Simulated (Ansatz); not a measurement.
# Pb in Ansatz: reference runs

How does Pb come out in PBE? The cell is run as given.

Program: Ansatz 0.2.0. These are calculated values, not measurements. Logs are shortened: lines on timing, memory, paths and dates and some standing lists are left out, and cuts for length are marked.

## 1. The cell of the first run

The cell holds a slab with vacuum, 5 atoms: a = 3.493 Å, b = 3.493 Å, c = 24.879 Å, α = 90.00°, β = 90.00°, γ = 90.00°.

## 2. Single point, PBE (the (1 0 0) slab of Pb, cut from the database cell, not relaxed)

The input, input.yaml:

```yaml
crystal:
  lattice:
    - [3.4928246563, 0.0, 0.0]
    - [0.0, 3.4928246563, 0.0]
    - [0.0, 0.0, 24.8792]
  atoms:
    - { symbol: Pb, position: [0.5, 0.5, 0.3014566385] }
    - { symbol: Pb, position: [0.0, 0.0, 0.4007283192] }
    - { symbol: Pb, position: [0.5, 0.5, 0.5] }
    - { symbol: Pb, position: [0.0, 0.0, 0.5992716808] }
    - { symbol: Pb, position: [0.5, 0.5, 0.6985433615] }
hamiltonian:
  xc: pbe
  pseudopotentials: { kind: paw }
kpoints:
  mp_grid: { grid: [8, 8, 1] }
scf:
  occupations: { method: fermi_dirac, width: 0.05 }
output:
  forces: true
  eigenvalues: true
efield:
  axis: 3
  dipole_correction: true
  ramp_width: 0.04
```

Potentials or basis: Ansatz PAW.

Launch:

```bash
$ ansatz run input.yaml --threads 4 --pin off --max-ram 11264MiB --backend cpu --events-out ev --progress --plain --runs-dir out
```

Output:

```text
Warning: RAYON_NUM_THREADS=4 ignored (pool sized by the plan → 4); use --threads N
Engine: ansatz 0.2.0, aarch64-unknown-linux-gnu
Pseudopotentials: kind: paw
Pseudopotential: Pb, paw, valence charge 14, recommended cutoff 420 eV (normal), Pb.paw.azcp
Functional definition: PBE
  parameter kappa = 0.804
  parameter beta = 0.06672455060314922
  exchange = pbe_x(kappa = kappa, mu = beta*pi^2/3)
  correlation = pbe_c(beta = beta)
Crystal: 5 atoms, lattice volume = 303.522 Å³
Basis set: ecut = 420 eV, 5895 PW (Γ), exchange–correlation on 48×48×360 points (8 copies of the dense FFT grid, shifted against one another)
Bands: 42, of which v1, the nominal top of the filled ones, is band 35 counted from 1 (34 counted from 0)
Symmetry: 8 space group operations
k-points: 15 of 64
Non-local potential: Pb, projectors of the file, l = 0: 2, l = 1: 2, l = 2: 2, l = 3: 2
PAW form: soft (Blöchl's): semilocal exchange-correlation on the pseudo side does not see the compensation charge
PAW one-centre angular grid: Pb, 590 points (default); XC on 64 Gauss nodes
Initial density: superposition of atomic densities (neutral atoms: chi_scale 0, normalization atom), corrected by the library's trained network
Initial wavefunctions: pseudopotential atomic-orbital guess
Functional: x = pbe(κ = 0.804, μ = 0.2195149727645171), c = pbe(β = 0.06672455060314922)
SCF iter   1: F=—  HF=-59531.520159 eV  |F-HF|=—  |Δ(HF+E_count)|=         —  Δρ=8.65e-4  dr2=6.94e-3  ethr=1.77e-3  p=-0.000 e·Å  D=-1.66e-14 V/Å  ΔV_dip=0.00 eV  dr2_dipole=9.11e-8  V_vac-E_F(+/−)=3.70/3.70 eV  ⟨swp⟩=8.3  Hψ=2743  notcnv=0
efield: sawtooth ramp at fractional position 0.9800 (placed from the atoms, in the widest stretch of the axis that holds none; the zero of the levels goes with the place), width 0.0400; the density the first Hamiltonian is built on has a dipole p = -0.000 e·Å; the dipole correction subtracts the counter field D = -1.66e-14 V/Å, which shifts the + side's vacuum level by +0.00 eV against the − side's; the planar-averaged density in the ramp window peaks in size at 1.4e-5 e/Å³
preconditioner: auto → LDOS  [metal: Δε(μ)=0.029 eV  Ē_g=15.783 eV  σ=0.050 eV  W_gap=0.15  n_scr=52 (ndim 8)  ℏωp=17.8 eV  f_vac=0.451  D(μ)=3.63/eV (n_scr^D=10)  β→1.0]
SCF iter   2: F=—  HF=-59531.522361 eV  |F-HF|=—  |Δ(HF+E_count)|=   2.20e-3  Δρ=4.55e-4  dr2=1.31e-3  ethr=9.92e-6  p=-0.000 e·Å  D=-3.16e-6 V/Å  ΔV_dip=0.00 eV  dr2_dipole=5.27e-8  V_vac-E_F(+/−)=3.73/3.73 eV  ⟨swp⟩=2.6  Hψ=1381  notcnv=0  defer=15
SCF iter   3: F=—  HF=-59531.522296 eV  |F-HF|=—  |Δ(HF+E_count)|=   6.49e-5  Δρ=2.53e-4  dr2=3.42e-4  ethr=1.87e-6  p=-0.000 e·Å  D=-2.22e-6 V/Å  ΔV_dip=0.00 eV  dr2_dipole=3.81e-9  V_vac-E_F(+/−)=3.72/3.72 eV  ⟨swp⟩=2.0  Hψ=1159  notcnv=0  defer=15
SCF iter   4: F=—  HF=-59531.522242 eV  |F-HF|=—  |Δ(HF+E_count)|=   5.43e-5  Δρ=7.73e-5  dr2=3.69e-5  ethr=4.88e-7  p=-0.000 e·Å  D=-6.94e-8 V/Å  ΔV_dip=0.00 eV  dr2_dipole=1.43e-9  V_vac-E_F(+/−)=3.72/3.72 eV  ⟨swp⟩=2.6  Hψ=1177  notcnv=0  defer=15
SCF iter   5: F=—  HF=-59531.522251 eV  |F-HF|=—  |Δ(HF+E_count)|=   8.98e-6  Δρ=3.22e-5  dr2=1.11e-5  ethr=5.27e-8  p=0.000 e·Å  D=2.03e-7 V/Å  ΔV_dip=-0.00 eV  dr2_dipole=1.78e-10  V_vac-E_F(+/−)=3.72/3.72 eV  ⟨swp⟩=2.2  Hψ=1114  notcnv=0  defer=15
SCF iter   6: F=—  HF=-59531.522250 eV  |F-HF|=—  |Δ(HF+E_count)|=   8.64e-7  Δρ=6.65e-6  dr2=8.51e-7  ethr=1.58e-8  p=0.000 e·Å  D=1.93e-7 V/Å  ΔV_dip=-0.00 eV  dr2_dipole=3.04e-11  V_vac-E_F(+/−)=3.72/3.72 eV  ⟨swp⟩=2.7  Hψ=1063  notcnv=0  defer=15
SCF iter   7: F=-59531.522250 eV  HF=-59531.522250 eV  |F-HF|=1.47e-8  |Δ(HF+E_count)|=   3.03e-8  Δρ=1.73e-6  dr2=1.95e-8  ethr=1.43e-10  p=0.000 e·Å  D=5.45e-9 V/Å  ΔV_dip=-0.00 eV  dr2_dipole=1.37e-12  V_vac-E_F(+/−)=3.72/3.72 eV  ⟨swp⟩=9.2  Hψ=3207  notcnv=0
SCF 1 converged in 7 iterations: F = -59531.522250 eV  dr2 = 1.95e-8
SCF converged after 7 iterations
Free energy (F): -59531.522250 eV
Harris-Foulkes:  -59531.522250 eV  (|F-HF|=1.47e-8)
Internal energy: -59531.493031 eV  (E = F + TS)
E sigma→0 (E₀):  -59531.507640 eV
Entropy (-TS):   -0.029219 eV (-5.844 meV/atom)
Fermi energy:    3.607757 eV
Dipole field:    D = -0.000001 V/Å  (p = -0.000002 e·Å, saw-weighted, corrected)
Work function:   Φ+ = 3.7198 eV   Φ− = 3.7198 eV
Levels:          The Fermi level and band energies are counted from a zero that moves with the ramp; work functions are not
--- Per-component energies (eV) ---
  E_band       = -693.969760
  E_kinetic    = 1443.027620
  E_local      = -44328.358499  (includes V_loc(G=0)·N_el)
  E_nonlocal   = 1747.662078
  E_hartree    = 21389.022095
  E_xc         = -1102.626217
  E_vxc        = -660.696028  (∫ρ·V_xc dr)
  E_paw        = -52027.763110  (= ΣΔE_a)
  E_vpaw       = -1673.669710  (= ΣTr[D̂ρ^β])
  E_aug_tail   = 0.000243  (compensation charges beyond the density's cutoff)
  E_efield     = 0.000000  (sawtooth field / dipole correction)
  E_vefield    = 0.000000  (∫n·V_field dr)
  E_ewald      = 13347.542760
  E_smearing   = -0.029219  (= −TS)
  E_closure    = -0.000000  (closes the sum)
  Σ components = -59531.522250   (vs F -59531.522250, Δ=0.00e0)
--- Forces (eV/Å), atoms counted from 1 ---
  atom   1  Pb    -0.00000000     0.00000000     0.08430651
  atom   2  Pb    -0.00000000     0.00000000    -0.50820627
  atom   3  Pb     0.00000000     0.00000000     0.00000011
  atom   4  Pb    -0.00000000     0.00000000     0.50820630
  atom   5  Pb    -0.00000000     0.00000000    -0.08430683
  max |Σ_I F_I| component: 1.77e-7 eV/Å
--- Band table (eV; the first three rows and the last of 15) ---
  k-point 0: bands = ["-13.6293", "-13.5349", "-13.5319", "-13.5172", "-13.4514", "-13.4453", "-13.4453", "-13.4399", "-13.4376", "-13.4182", "-13.3408", "-13.3408", "-13.3292", "-13.3193", "-13.3027", "-13.3027", "-13.3011", "-13.2362", "-13.2262", "-13.1812", "-13.1812", "-13.1733", "-13.1659", "-13.1422", "-13.1422", "-7.9508", "-7.2837", "-6.3152", "-5.0138", "-3.7041", "0.9335", "2.5336", "4.5132", "5.9439", "5.9439", "6.3068", "6.7297", "6.7297", "7.2340", "7.3910", "7.8459", "7.8459"]
  k-point 1: bands = ["-13.6028", "-13.5130", "-13.5105", "-13.4944", "-13.4600", "-13.4391", "-13.4268", "-13.4209", "-13.4191", "-13.4078", "-13.3655", "-13.3446", "-13.3257", "-13.3145", "-13.3125", "-13.2946", "-13.2922", "-13.2515", "-13.2391", "-13.2006", "-13.1835", "-13.1800", "-13.1677", "-13.1661", "-13.1428", "-7.7488", "-7.0852", "-6.1294", "-4.8610", "-3.6237", "1.1413", "2.4734", "3.8840", "4.6443", "5.2720", "5.9086", "6.1767", "6.7434", "6.9440", "7.0021", "7.8089", "7.9179"]
  k-point 2: bands = ["-13.5594", "-13.4851", "-13.4644", "-13.4640", "-13.4482", "-13.4284", "-13.4053", "-13.4044", "-13.4002", "-13.3852", "-13.3830", "-13.3324", "-13.3236", "-13.3231", "-13.3059", "-13.2878", "-13.2618", "-13.2614", "-13.2510", "-13.2285", "-13.2214", "-13.2025", "-13.1891", "-13.1569", "-13.1541", "-7.1457", "-6.4987", "-5.5960", "-4.4612", "-3.5104", "1.4413", "1.5622", "2.3137", "2.8749", "4.1325", "4.2908", "5.8733", "6.1321", "6.8510", "7.4873", "7.5538", "8.2104"]
  k-point 14: bands = ["-13.5960", "-13.5960", "-13.5441", "-13.4984", "-13.4671", "-13.4671", "-13.4328", "-13.4125", "-13.4035", "-13.3913", "-13.3913", "-13.2941", "-13.2259", "-13.2259", "-13.2249", "-13.2083", "-13.2020", "-13.1815", "-13.1570", "-13.1570", "-13.1565", "-13.0985", "-13.0985", "-13.0982", "-13.0982", "-3.0793", "-2.9911", "-2.9353", "-2.8116", "-2.8046", "0.5878", "0.5878", "1.3663", "1.3663", "2.4635", "2.4635", "3.8259", "3.8259", "4.2387", "4.2425", "5.0822", "5.0907"]
```

Wall time 3.6 s (4 threads of Arm Neoverse V2, shared host); peak memory 0.61 GiB.

What came out:

| Property | Result |
| --- | --- |
| Free energy | -59531.5222 eV |
| Largest force | 0.508 eV/Å |
| Band gap on the k mesh | none (metal or under the smearing width) |
| Work function of the upper face | 3.72 eV |
| Work function of the lower face | 3.72 eV |
| Dipole across the slab | 0.000 e·Å |

Forces in eV/Å, atoms in the order of the input:
```
Pb   0.000  0.000  0.084
Pb   0.000  0.000 -0.508
Pb   0.000  0.000  0.000
Pb   0.000  0.000  0.508
Pb   0.000  0.000 -0.084
```

Spin-orbit coupling is left out, which matters for the levels of Pb.
